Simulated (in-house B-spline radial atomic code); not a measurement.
# Sr²⁴⁺: excited configurations in jj coupling

Aim: the energies of several excited configurations of Sr²⁴⁺ above a reference configuration, each from its own self-consistent run.

Program: in-house B-spline radial atomic code version 1. Level of theory: Dirac-Hartree-Fock, average of configuration, Fermi nucleus, basis-set limit. These are calculated values, not measurements, unless marked.

**1. The atom as given**

* element: strontium (Z = 38)
* charge: +24
* electrons: 14
* configuration: 1s2 2s2 2p6 3s2 3p-2
* Hamiltonian: Dirac-Coulomb
* nucleus: Fermi, rms radius 4.224 fm

In configurations, a minus sign after the shell means j = l − 1/2 and a plus sign j = l + 1/2; the count of electrons follows.

Settings, as recorded:

```ini
Z = 38
electrons = 14.0
configuration = 1s2 2s2 2p6 3s2 3p-2
hamiltonian = dirac
method = hf
spin_polarised = False
nucleus = fermi
rms_radius = 4.224
mass_number = 88
atomic_mass = 87.905612253
speed_of_light = 137.035999084
```

The reference is known from an earlier run: -2801.146491 hartree in all. Up to eight levels, counted from the top:

```
orbital  occupation  energy (eV)  <r> (bohr)
  1s1/2           2     -17313.1     0.03913
  2s1/2           2     -3322.31      0.1691
  2p1/2           2     -3122.37      0.1449
  2p3/2           4     -3045.40      0.1492
  3s1/2           2     -1225.14      0.4249
  3p1/2           2     -1161.80      0.4104
```

**2. 1s2 2s2 2p-1 2p+4 3s2 3p+2 7s1**

Settings, as recorded:

```ini
Z = 38
electrons = 14.0
configuration = 1s2 2s2 2p-1 2p+4 3s2 3p+2 7s1
hamiltonian = dirac
method = hf
spin_polarised = False
nucleus = fermi
rms_radius = 4.224
mass_number = 88
atomic_mass = 87.905612253
speed_of_light = 137.035999084
```

**3. Configuration 1s2 2s2 2p6 3s1 3p-1 3p+1 6d-1**

The settings differ from step 2 so:

```diff
@@ -2,3 +2,3 @@
 electrons = 14.0
-configuration = 1s2 2s2 2p-1 2p+4 3s2 3p+2 7s1
+configuration = 1s2 2s2 2p6 3s1 3p-1 3p+1 6d-1
 hamiltonian = dirac
```

**4. Run with 1s2 2s2 2p-1 2p+4 3s2 3p+2 4d-1**

The settings differ from step 3 so:

```diff
@@ -2,3 +2,3 @@
 electrons = 14.0
-configuration = 1s2 2s2 2p6 3s1 3p-1 3p+1 6d-1
+configuration = 1s2 2s2 2p-1 2p+4 3s2 3p+2 4d-1
 hamiltonian = dirac
```

**5. Configuration 1s2 2s2 2p6 3s2 3p-1 7s1**

The settings differ from step 4 so:

```diff
@@ -2,3 +2,3 @@
 electrons = 14.0
-configuration = 1s2 2s2 2p-1 2p+4 3s2 3p+2 4d-1
+configuration = 1s2 2s2 2p6 3s2 3p-1 7s1
 hamiltonian = dirac
```

**6. Run with 1s2 2s2 2p6 3s2 3p+1 5s1**

The settings differ from step 5 so:

```diff
@@ -2,3 +2,3 @@
 electrons = 14.0
-configuration = 1s2 2s2 2p6 3s2 3p-1 7s1
+configuration = 1s2 2s2 2p6 3s2 3p+1 5s1
 hamiltonian = dirac
```

**7. 1s2 2s2 2p6 3s2 3p-1 3p+1**

The settings differ from step 6 so:

```diff
@@ -2,3 +2,3 @@
 electrons = 14.0
-configuration = 1s2 2s2 2p6 3s2 3p+1 5s1
+configuration = 1s2 2s2 2p6 3s2 3p-1 3p+1
 hamiltonian = dirac
```

Q: How far above the reference does each configuration lie (order and size, in eV)?

**Answer**, as computed:

| net move | configuration | energy above the reference (eV) | with Breit, QED, recoil (eV) | largest <r> (bohr) |
| --- | --- | --- | --- | --- |
| 3p1/2 → 3p3/2 | 1s2 2s2 2p6 3s2 3p-1 3p+1 | 12.780 | 12.477 | 0.425 |
| 2×3p1/2 → 3p3/2, 5s | 1s2 2s2 2p6 3s2 3p+1 5s1 | 785.33 | 784.39 | 1.31 |
| 3p1/2 → 7s | 1s2 2s2 2p6 3s2 3p-1 7s1 | 969.64 | 968.88 | 2.66 |
| 3p1/2, 3s → 3p3/2, 6d3/2 | 1s2 2s2 2p6 3s1 3p-1 3p+1 6d-1 | 991.17 | 990.03 | 1.95 |
| 2p1/2, 2×3p1/2 → 2×3p3/2, 4d3/2 | 1s2 2s2 2p-1 2p+4 3s2 3p+2 4d-1 | 2567.19 | 2563.00 | 0.771 |
| 2p1/2, 2×3p1/2 → 2×3p3/2, 7s | 1s2 2s2 2p-1 2p+4 3s2 3p+2 7s1 | 2948.69 | 2944.47 | 2.65 |

What this shows: The lowest of them is 3p1/2 → 3p3/2 at 12.780 eV and the highest 2p1/2, 2×3p1/2 → 2×3p3/2, 7s at 2948.69 eV. 2 of them lie more than 2 % above the ionisation threshold that Koopmans' theorem gives (1161.80 eV), where such states can decay by emitting an electron. These are averages over configurations, without correlation, not spectroscopic levels.
